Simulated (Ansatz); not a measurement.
# C₂H₃ClOSi: up Jacob's ladder to CCSD(T)

One table from this session's results is given with a row withheld; the runs are named, their logs left out.

The runs use Ansatz 0.2.0, Gaussian basis; functionals in def2-TZVPP, the program's frozen cores in correlated methods.

Levels to be run: LDA (SPW92), PBE-D4, revPBE-D4, BLYP-D4, r2SCAN-D4, B97M-V, PBE0-D4, B3LYP-D4, r2SCANh-D4, r2SCAN0-D4, HSE06-D4, BHLYP-D4, CAM-B3LYP-D4, LC-ωPBE, ωB97X-V, ωB97M-V, B2PLYP, PBE-QIDH; CCSD(T)/def2-SVP; CCSD(T)/def2-TZVPP; MP2/def2-QZVPP; extrapolation to the limit; RPA on PBE.

### The geometry

An earlier PBE0-D4 in a triple-zeta def2 set relaxation fixed the geometry.

SMILES `ClC1=CO[SiH2]1`, 8 atoms, charge 0, spin multiplicity 1.

Atoms are counted from 1 here; the program's logs count them from 0.

Bond lengths: Cl1–C2 1.697 Å, C2–C3 1.343 Å, C2–Si5 1.842 Å, C3–O4 1.384 Å, C3–H6 1.086 Å, O4–Si5 1.709 Å, Si5–H7 1.481 Å, Si5–H8 1.481 Å. Angles: Cl1–C2–C3 129.7°, Cl1–C2–Si5 145.9°, C3–C2–Si5 84.5°, C2–C3–O4 109.5°, C2–C3–H6 132.9°, O4–C3–H6 117.7°, C3–O4–Si5 88.5°, C2–Si5–O4 77.5°, C2–Si5–H7 119.6°, C2–Si5–H8 119.6°, O4–Si5–H7 112.4°, O4–Si5–H8 112.4°, H7–Si5–H8 110.7°.

Coordinates:

```xyz
8
C2H3ClOSi
Cl   -0.6696    1.2081    2.2093
C    -0.1628    0.4049    0.8032
C     1.0026   -0.2073    0.5389
O     0.9701   -0.7265   -0.7434
Si   -0.6161   -0.1105   -0.9059
H     1.9074   -0.3554    1.1203
H    -1.6202   -1.1803   -1.1047
H    -0.7194    0.9099   -1.9737
```

Set-up of the first run:

Input file in.yaml:

```yaml
crystal:
  periodic: [false, false, false]
  atoms:
    - {symbol: Cl, position_ang: [-0.669561, 1.208132, 2.209337]}
    - {symbol: C, position_ang: [-0.162781, 0.404857, 0.803213]}
    - {symbol: C, position_ang: [1.002602, -0.207336, 0.538880]}
    - {symbol: O, position_ang: [0.970110, -0.726459, -0.743401]}
    - {symbol: Si, position_ang: [-0.616112, -0.110514, -0.905880]}
    - {symbol: H, position_ang: [1.907378, -0.355397, 1.120350]}
    - {symbol: H, position_ang: [-1.620184, -1.180306, -1.104722]}
    - {symbol: H, position_ang: [-0.719352, 0.909922, -1.973678]}
basis:
  gaussian: {orbitals: def2-TZVPP}
hamiltonian: {xc: lda}
output: {orbitals: {seedname: orbitals}}
```

The run is started by

```console
$ ansatz run in.yaml --threads 2 --pin off --events-out ev --progress --plain --max-ram 4352MiB
```

Steps of the session up to this table: LDA; PBE-D4 (GGA); revPBE-D4 (GGA); BLYP-D4 (GGA); r2SCAN-D4 (meta-GGA); B97M-V (meta-GGA); B3LYP-D4 (hybrid); r2SCANh-D4 (hybrid); r2SCAN0-D4 (hybrid); HSE06-D4 (hybrid); BHLYP-D4 (hybrid); CAM-B3LYP-D4 (range-separated); LC-ωPBE (range-separated); ωB97X-V (range-separated); ωB97M-V (range-separated); B2PLYP (double hybrid); PBE-QIDH (double hybrid).

One table of the session follows, with a row left open; its other results are not shown here.

It belongs to the step «Frontier levels by functional». 

```
  functional  HOMO (eV)  gap (eV)
 LDA (SPW92)      -5.78      4.02
      PBE-D4      -5.60      4.09
   revPBE-D4      -5.53      4.13
     BLYP-D4      -5.44      4.07
   r2SCAN-D4      -5.82      4.63
      B97M-V      -5.91      4.61
     PBE0-D4          ?         ?
    B3LYP-D4      -6.57      5.73
  r2SCANh-D4      -6.28      5.44
  r2SCAN0-D4      -6.96      6.56
    HSE06-D4      -6.41      5.41
    BHLYP-D4      -7.87      8.12
CAM-B3LYP-D4      -8.11      8.48
     LC-ωPBE      -9.45     11.02
     ωB97X-V      -9.09     10.51
     ωB97M-V      -8.99     10.08
```

**Question.** Estimate the row for PBE0-D4.

The run gave: HOMO (eV): -6.81; gap (eV): 6.19. In the column «HOMO (eV)» it lies between r2SCAN0-D4 (-6.96) and B3LYP-D4 (-6.57).
